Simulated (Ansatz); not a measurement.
Cu, space group Fm-3m: an all-electron equation of state, run with the Ansatz DFT code, driven from Python.

`eos_lapw_cu.py`
```python
# -*- coding: utf-8 -*-
import warnings

import ansatz as az
from ase.eos import EquationOfState
from ase.units import GPa
import numpy as np

FUNCTIONAL = "pbe"
FILLING = "fermi_dirac"
SIGMA = 0.15
BETA = 0.5
KMESH = (14, 14, 14)

VECTORS = np.array([
    [0.0, 1.8075, 1.8075],
    [1.8075, 0.0, 1.8075],
    [1.8075, 1.8075, 0.0],
])
SITES = [
    ("Cu", [0.0, 0.0, 0.0]),
]


def make_crystal(cell):
    crystal = az.Crystal(lattice=az.Lattice.of(cell))
    for symbol, position in SITES:
        crystal = crystal.atom(symbol, position)
    return crystal

warnings.simplefilter("ignore", az.DeckWarning)

volumes, energies = [], []
for scale in np.linspace(0.94, 1.06, 7):
    cell = VECTORS * scale ** (1 / 3)
    base = (
        make_crystal(cell).calculation()
        .functional(FUNCTIONAL)
        .occupations(FILLING, width=SIGMA)
        .mixing("anderson", beta=BETA)
        .scf(lower_state_search="light")
        .kpoints(*KMESH)
        .pseudopotentials("all_electron", lapw=True, basis_error=0.0005)
    )
    rep = base.run(threads=1, backend="cpu").report
    volumes.append(abs(np.linalg.det(cell)) / len(SITES))
    energies.append(rep["free_energy_ev"] / len(SITES))
    print(f"{scale:.3f} {volumes[-1]:9.4f} A^3/atom {energies[-1]:16.5f} eV/atom  (estimated basis error {1000 * rep['lapw_basis_errors']['total_ev_per_atom']:.2f} meV/atom)")
v0, e0, bulk = EquationOfState(volumes, energies, eos="birchmurnaghan").fit()
print(f"V0 = {v0:.4f} A^3/atom, B0 = {bulk / GPa:.1f} GPa")
```

From its runs, with one value withheld:

| V (Å³/atom) | F less the lowest row shown (meV/atom) |
| --- | --- |
| 11.102 | 31.33 |
| 11.338 | 15.67 |
| 11.574 | 5.64 |
| 11.810 | 0.60 |
| 12.047 | 0.00 |
| 12.283 | ? |
| 12.519 | 10.15 |

What is the missing energy at 12.283 Å³ an atom?

A third-order Birch-Murnaghan fit, E = E0 + (9 V0 B0 / 16) [(t - 1)³ B' + (t - 1)² (6 - 4t)] with t = (V0/V)^(2/3), through the 6 rows shown gives V0 = 11.962 Å³, B0 = 140.8 GPa, B' = 5.04 and E0 = -0.26 meV. At V = 12.283 Å³, t = 0.98250, and the fit interpolates to 3.33 meV. The run gave 3.33 meV, a miss of 0.00 meV.

Notes:
- These settings explore the input space; cutoff and mesh may be short of convergence.
- The mesh is modest for a metal, so energies can be off by several to tens of meV an atom and pressures by half a GPa or more; differences at equal mesh fare better.
- It ran for 40 s on 1 thread of Arm Neoverse V2, with other jobs on the host, peak memory 0.37 GiB.
